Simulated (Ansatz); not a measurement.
# C₂H₉AlSi₂: one species, many methods

How much do the methods differ for C₂H₉AlSi₂? The plan is to run it at one geometry with functionals of several rungs and with coupled cluster, and see how far each lands from CCSD(T) at the basis-set limit for the atomisation energy.

Program: Ansatz 0.2.0, Gaussian basis. Level of theory: functionals in def2-TZVPP, the program's frozen cores in correlated methods. These are calculated values, not measurements.

Plan: LDA (SPW92), PBE-D4, revPBE-D4, BLYP-D4, r2SCAN-D4, B97M-V, PBE0-D4, B3LYP-D4, r2SCANh-D4, r2SCAN0-D4, HSE06-D4, BHLYP-D4, CAM-B3LYP-D4, LC-ωPBE, ωB97X-V, ωB97M-V, B2PLYP, PBE-QIDH; CCSD(T)/def2-SVP; CCSD(T)/def2-TZVPP; MP2/def2-QZVPP; extrapolation to the limit; RPA on PBE.

## Step 1: Structure used throughout

The geometry comes from an earlier relaxation with PBE0-D4 in a triple-zeta def2 set; it is a stationary point, not always the lowest conformer.

SMILES `CC[SiH]1[AlH][SiH2]1`, 14 atoms, charge 0, spin multiplicity 1.

Atoms are counted from 1 here; the program's logs count them from 0.

Bond lengths: C1–C2 1.525 Å, C1–H6 1.093 Å, C1–H7 1.093 Å, C1–H8 1.093 Å, C2–Si3 1.886 Å, C2–H9 1.095 Å, C2–H10 1.094 Å, Si3–Al4 2.397 Å, Si3–Si5 2.327 Å, Si3–H11 1.508 Å, Al4–Si5 2.418 Å, Al4–H12 1.588 Å, Si5–H13 1.491 Å, Si5–H14 1.499 Å. Angles: C2–C1–H6 111.3°, C2–C1–H7 111.4°, C2–C1–H8 111.3°, H6–C1–H7 107.6°, H6–C1–H8 107.7°, H7–C1–H8 107.4°, C1–C2–Si3 113.3°, C1–C2–H9 110.8°, C1–C2–H10 110.9°, Si3–C2–H9 107.4°, Si3–C2–H10 107.6°, H9–C2–H10 106.4°, C2–Si3–Al4 145.2°, C2–Si3–Si5 132.3°, C2–Si3–H11 110.9°, Al4–Si3–Si5 61.5°, Al4–Si3–H11 92.8°, Si5–Si3–H11 101.7° and more.

## Step 2: LDA

This LDA is Slater exchange with PW92 correlation.

Input file in.yaml:

```yaml
crystal:
  periodic: [false, false, false]
  atoms:
    - {symbol: C, position_ang: [0.326283, 1.399806, 1.946133]}
    - {symbol: C, position_ang: [0.625331, 1.217975, 0.462135]}
    - {symbol: Si, position_ang: [0.124611, -0.476585, -0.198273]}
    - {symbol: Al, position_ang: [-1.717206, -1.913988, -0.734294]}
    - {symbol: Si, position_ang: [-0.020276, -1.335477, -2.356511]}
    - {symbol: H, position_ang: [0.632690, 2.389958, 2.294318]}
    - {symbol: H, position_ang: [0.853437, 0.659236, 2.552600]}
    - {symbol: H, position_ang: [-0.741101, 1.290276, 2.153003]}
    - {symbol: H, position_ang: [1.694335, 1.345644, 0.261524]}
    - {symbol: H, position_ang: [0.105994, 1.972938, -0.135703]}
    - {symbol: H, position_ang: [0.867815, -1.574613, 0.519729]}
    - {symbol: H, position_ang: [-3.032999, -2.720636, -0.360568]}
    - {symbol: H, position_ang: [1.058902, -1.934747, -3.193462]}
    - {symbol: H, position_ang: [-0.790713, -0.348987, -3.181830]}
basis:
  gaussian: {orbitals: def2-TZVPP}
hamiltonian: {xc: lda}
output: {orbitals: {seedname: orbitals}}
```

Command:

```
ansatz run in.yaml --threads 4 --pin off --events-out ev --progress --plain --max-ram 10444MiB
```

Further steps of the session: PBE-D4 (GGA); revPBE-D4 (GGA); BLYP-D4 (GGA); r2SCAN-D4 (meta-GGA); B97M-V (meta-GGA); PBE0-D4 (hybrid); B3LYP-D4 (hybrid); r2SCANh-D4 (hybrid); r2SCAN0-D4 (hybrid); HSE06-D4 (hybrid); BHLYP-D4 (hybrid); CAM-B3LYP-D4 (range-separated); LC-ωPBE (range-separated); ωB97X-V (range-separated); ωB97M-V (range-separated); B2PLYP (double hybrid); PBE-QIDH (double hybrid); CCSD(T) in def2-SVP; CCSD(T) in def2-TZVPP; MP2 in def2-QZVPP; RPA on PBE orbitals.

Q: Predict the results of all the runs planned. Wanted: atomisation energy, CCSD(T)/CBS; farthest beyond LDA; mean size of error, GGA; mean size of error, meta-GGA; mean size of error, hybrid; mean size of error, range-separated; mean size of error, double hybrid; gap, smallest and largest; T1 diagnostic.

As calculated:

| quantity | value |
| --- | --- |
| atomisation energy, CCSD(T)/CBS | 47.122 eV |
| functionals within 0.236 eV (0.5 %) | PBE0-D4, B3LYP-D4, r2SCANh-D4, r2SCAN0-D4, HSE06-D4, CAM-B3LYP-D4, ωB97M-V, PBE-QIDH |
| farthest beyond LDA | BHLYP-D4 (-0.882 eV) |
| mean size of error, GGA | 0.489 eV |
| mean size of error, meta-GGA | 0.449 eV |
| mean size of error, hybrid | 0.236 eV |
| mean size of error, range-separated | 0.172 eV |
| mean size of error, double hybrid | 0.490 eV |
| gap, smallest and largest | 2.20 eV (LDA (SPW92)), 8.31 eV (LC-ωPBE) |
| T1 diagnostic | 0.0134 |
| triples share of the correlation energy | 4.1 % |

**Reading.** LDA overbinds by 5.776 eV (12 %). PBE-D4 is off by +0.363 eV. Double hybrids carry the basis error of their MP2 part in triple zeta, and no dispersion term here, so their miss is partly the set-up's. Taken by rung, range-separated functionals do best (0.172 eV on average) and double hybrid ones worst beyond LDA (0.490 eV). The gap between the best rungs is small, so their order is not settled. Misses under about 0.236 eV are within the doubt on the reference itself, which lacks core-valence correlation, relativity and higher excitations. Hartree-Fock recovers 75 % of the binding; the rest is correlation. CCSD(T) in def2-SVP is off by -2.621 eV, more than most functionals: a good method in a small basis is no reference. The gap grows from 2.2 to 8.3 eV across the functionals, mostly with the share of exact exchange.
